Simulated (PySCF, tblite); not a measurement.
# C₄H₇F₃OSi: geometry, infrared bands and NMR shifts

Aim: predict the infrared bands and NMR shifts of C₄H₇F₃OSi (`C=C[C@@H](OCF)[SiH](F)F`).

The runs use tblite 0.8.0 and PySCF 2.14.0, with density-fitted response routines of our own; the level of theory stands in each step. All values are computed, except where a source is named. Atoms are numbered from 0 throughout.

**1. Starting geometry**

16 atoms, charge 0, multiplicity 1; geometry from: force field or distance geometry start.

Bonds of the start (Å): C0–C1 1.34, C1–C2 1.53, C2–O3 1.45, O3–C4 1.43, C4–F5 1.35, C2–Si6 1.93, Si6–F7 1.60, Si6–F8 1.61, C0–H9 1.09, C0–H10 1.09, C1–H11 1.08, C2–H12 1.11, C4–H13 1.09, C4–H14 1.09, Si6–H15 1.50.

**2. Optimising the geometry with GFN2-xTB**

The job: settings as JSON, then the geometry in Å.

```
{"job": {"kind": "relax", "xc": "GFN2-xTB", "basis": "xTB"}, "charge": 0, "multiplicity": 1}
C     -0.065400     2.496900    -0.202800
C      0.166300     1.304000    -0.756100
C      0.099800    -0.023400    -0.002000
O     -0.955300    -0.750200    -0.687200
C     -1.834700    -1.396200     0.241800
F     -1.089800    -2.159400     1.065100
Si     1.809300    -0.908800     0.116800
F      2.464400    -0.992000    -1.342500
F      2.771100    -0.030000     1.061900
H     -0.349700     2.614200     0.847100
H     -0.009800     3.400700    -0.804200
H      0.424100     1.243600    -1.802700
H     -0.214400     0.180100     1.043000
H     -2.391900    -0.660400     0.815400
H     -2.525500    -2.032100    -0.312900
H      1.693800    -2.277900     0.707900
```

On the command line:

```bash
$ OMP_NUM_THREADS=1 python probes_run.py task.json out
```

The driver reads the jobs from task.json and runs them one after another.

**Question.** This job is followed by: GFN2-xTB harmonic vibrations, gas phase; GIAO PBE0/pcSseg-1 NMR shielding, non-relativistic, gas phase. What will the session give for the following? strongest single infrared mode (GFN2-xTB); zero-point energy (GFN2-xTB); ¹³C shifts against TMS (PBE0/pcSseg-1); ¹H shifts against TMS (PBE0/pcSseg-1); ¹⁷O shifts against H2O (PBE0/pcSseg-1); ¹⁹F shifts against CFCl3 (PBE0/pcSseg-1); ²⁹Si shifts against TMS (PBE0/pcSseg-1).

**Answer**, as computed:

```
                                 quantity                                         value
strongest single infrared mode (GFN2-xTB)                          839 cm⁻¹, 221 km/mol
             zero-point energy (GFN2-xTB)                                 66.7 kcal/mol
   ¹³C shifts against TMS (PBE0/pcSseg-1)                 142.0, 122.5, 108.9, 84.3 ppm
    ¹H shifts against TMS (PBE0/pcSseg-1)  6.40, 5.82, 5.58, 5.52, 5.39, 5.00, 3.74 ppm
   ¹⁷O shifts against H2O (PBE0/pcSseg-1)                                      93.3 ppm
 ¹⁹F shifts against CFCl3 (PBE0/pcSseg-1)                    -157.5, -163.6, -167.4 ppm
  ²⁹Si shifts against TMS (PBE0/pcSseg-1)                                     -20.3 ppm
```

In words: Over 114 steps the energy fell by 0.334 eV; of the close pairs, O3–C4 changed most, 1.433 to 1.351 Å. No mode is imaginary among the 42: a minimum at this level. The strongest single mode, at 839 cm⁻¹, moves mainly F8 and Si6. Unscaled tight-binding wavenumbers are off by several per cent, some by more. Its intensities can rank the bands wrongly. C1 (alkene CH) lies farthest downfield among carbon, at 142.0 ppm; the olefinic region. H11 (hydrogen on an alkene CH) lies farthest downfield among hydrogen, at 6.40 ppm; a vinylic proton, deshielded by the sp2 carbon and the C=C anisotropy.
